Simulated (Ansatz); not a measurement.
# CH7BrSi: the cost of one run

All numbers below are computed with Ansatz 0.2.0 (RKS LDA/def2-SVP).

## 1. The starting structure

Bond lengths: Si1–Br2 2.699 Å, Si1–H3 1.477 Å, Si1–H4 1.456 Å, Si1–C5 1.896 Å, C5–H8 1.086 Å, C5–H9 1.087 Å, C5–H10 1.086 Å. Angles: Br2–Si1–H3 91.8°, Br2–Si1–H4 107.9°, Br2–Si1–C5 109.2°, H3–Si1–H4 104.9°, H3–Si1–C5 105.2°, H4–Si1–C5 130.8°, Si1–C5–H8 110.0°, Si1–C5–H9 111.3°, Si1–C5–H10 112.4°, H8–C5–H9 107.6°, H8–C5–H10 107.8°, H9–C5–H10 107.6°.

As a file:

```xyz
10

Si   -0.7473    0.0944   -0.3305
Br    0.4944   -1.3674   -2.2288
H    -1.8536   -0.8798   -0.2378
H    -1.3305    1.2625   -0.9753
C     0.2001   -0.0740    1.3033
H     1.2347    0.3663   -1.5669
H     0.8290    0.9469   -0.8969
H    -0.4680   -0.4202    2.0862
H     1.0081   -0.7954    1.2175
H     0.6333    0.8668    1.6292
```

## 2. Pulling towards end A

Springs on the bonds that form and break draw the guess towards this end; the thresholds are loose.

The input, input.yaml:

```yaml
crystal:
  periodic: [false, false, false]
  atoms:
    - { symbol: Si, position_ang: [-0.7473, 0.0944, -0.3305] }
    - { symbol: Br, position_ang: [0.4944, -1.3674, -2.2288] }
    - { symbol: H, position_ang: [-1.8536, -0.8798, -0.2378] }
    - { symbol: H, position_ang: [-1.3305, 1.2625, -0.9753] }
    - { symbol: C, position_ang: [0.2001, -0.074, 1.3033] }
    - { symbol: H, position_ang: [1.2347, 0.3663, -1.5669] }
    - { symbol: H, position_ang: [0.829, 0.9469, -0.8969] }
    - { symbol: H, position_ang: [-0.468, -0.4202, 2.0862] }
    - { symbol: H, position_ang: [1.0081, -0.7954, 1.2175] }
    - { symbol: H, position_ang: [0.6333, 0.8668, 1.6292] }
basis:
  gaussian: { orbitals: def2-SVP }
hamiltonian:
  xc: lda
relax:
  f_tol: 0.15
  max_steps: 25
  restrain:
    - { distance: [0, 6], at: 2.72, k: 30.0 }
    - { distance: [5, 1], at: 2.81, k: 30.0 }
    - { distance: [0, 1], at: 2.31, k: 30.0 }
    - { distance: [5, 6], at: 0.62, k: 30.0 }
```

Run with:

```console
> ansatz run input.yaml --threads 2 --pin off --max-ram 3072MiB --backend cpu --events-out ev --progress --plain --runs-dir out
```

Q: Estimate wall time and peak memory on 2 threads of Intel Xeon 6975P-C (Granite Rapids), shared host.

About 4.7 s, with a peak of 0.15 GiB.
